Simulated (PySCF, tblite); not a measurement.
**C6H10BO radical: geometry, infrared bands and EPR parameters**

Aim: predict the infrared bands and EPR parameters of C6H10BO radical (`C[B]C1=COC1(C)C`).

Programs: tblite 0.8.0 and PySCF 2.14.0, with density-fitted response routines of our own. Each step states its level of theory. These are calculated values for one molecule in the gas phase, unless marked as measured. Atoms are numbered from 0 throughout.

### Step 1. Starting geometry

18 atoms, charge 0, multiplicity 2; geometry from: force field or distance geometry start.

Bonds of the start (Å): C0–B1 1.60, B1–C2 1.54, C2–C3 1.39, C3–O4 1.44, O4–C5 1.36, C5–C6 1.53, C5–C7 1.54, C5–C2 1.44, C0–H8 1.11, C0–H9 1.10, C0–H10 1.11, C3–H11 1.07, C6–H12 1.12, C6–H13 1.11, C6–H14 1.10, C7–H15 1.11, C7–H16 1.11, C7–H17 1.11.

### Step 2. Optimising the geometry with GFN2-xTB

What the job is given:

```
{"job": {"kind": "relax", "xc": "GFN2-xTB", "basis": "xTB"}, "charge": 0, "multiplicity": 2}
C      2.195400    -0.527900     1.161600
B      1.904600    -0.551600    -0.409100
C      0.510600    -0.210400    -0.979300
C     -0.042300    -0.136100    -2.251600
O     -1.335300     0.246400    -1.743500
C     -0.792800     0.183000    -0.496000
C     -1.468200    -0.896300     0.352400
C     -0.781900     1.565600     0.190600
H      1.525800    -1.251300     1.677300
H      3.239300    -0.805500     1.356000
H      2.000400     0.493900     1.554100
H      0.351800    -0.325000    -3.232000
H     -0.956000    -1.005600     1.342500
H     -2.523200    -0.621700     0.542200
H     -1.456400    -1.871500    -0.165200
H     -0.256600     1.513000     1.170700
H     -0.290100     2.322500    -0.453900
H     -1.833900     1.884700     0.371500
```

Started as:

```
$ OMP_NUM_THREADS=1 python probes_run.py task.json out
```

One launch serves the whole session: the jobs run in the order shown.

**Question.** This job is followed by: GFN2-xTB harmonic vibrations, gas phase; UKS B3LYP, pcH-1 on B C H O, non-relativistic, mean-field spin-orbit, GIAO. What will the session give for the following? strongest single infrared mode (GFN2-xTB); zero-point energy (GFN2-xTB); g(iso) (B3LYP); ⟨S²⟩; largest a(iso) (averaged by class); surface potential, 1st and 99th percentile.

As calculated:

| quantity | value |
| --- | --- |
| strongest single infrared mode (GFN2-xTB) | 1186 cm⁻¹, 270 km/mol |
| zero-point energy (GFN2-xTB) | 90.0 kcal/mol |
| g(iso) (B3LYP) | 2.00246 |
| ⟨S²⟩ | 0.770 (exact 0.75) |
| largest a(iso) (averaged by class) | 13C on C3, 61.9 MHz |
| surface potential, 1st and 99th percentile | -1.61 V and 1.27 V |

**Reading.** Relaxing lowered the energy by 0.973 eV in 124 steps; the close pair that moved most is B1–C2, from 1.544 to 1.416 Å. No mode is imaginary among the 48: a minimum at this level. The strongest single mode, at 1186 cm⁻¹, is spread over several atoms, C5, C3, O4, C2 among them. GFN2-xTB is a fitted tight-binding method: band positions and strengths are rough. Its intensities can rank the bands wrongly. The largest spin populations lie on C3 (0.61 e), B1 (0.52 e). The isotropic g lies 0.1 ppt above the free-electron value.
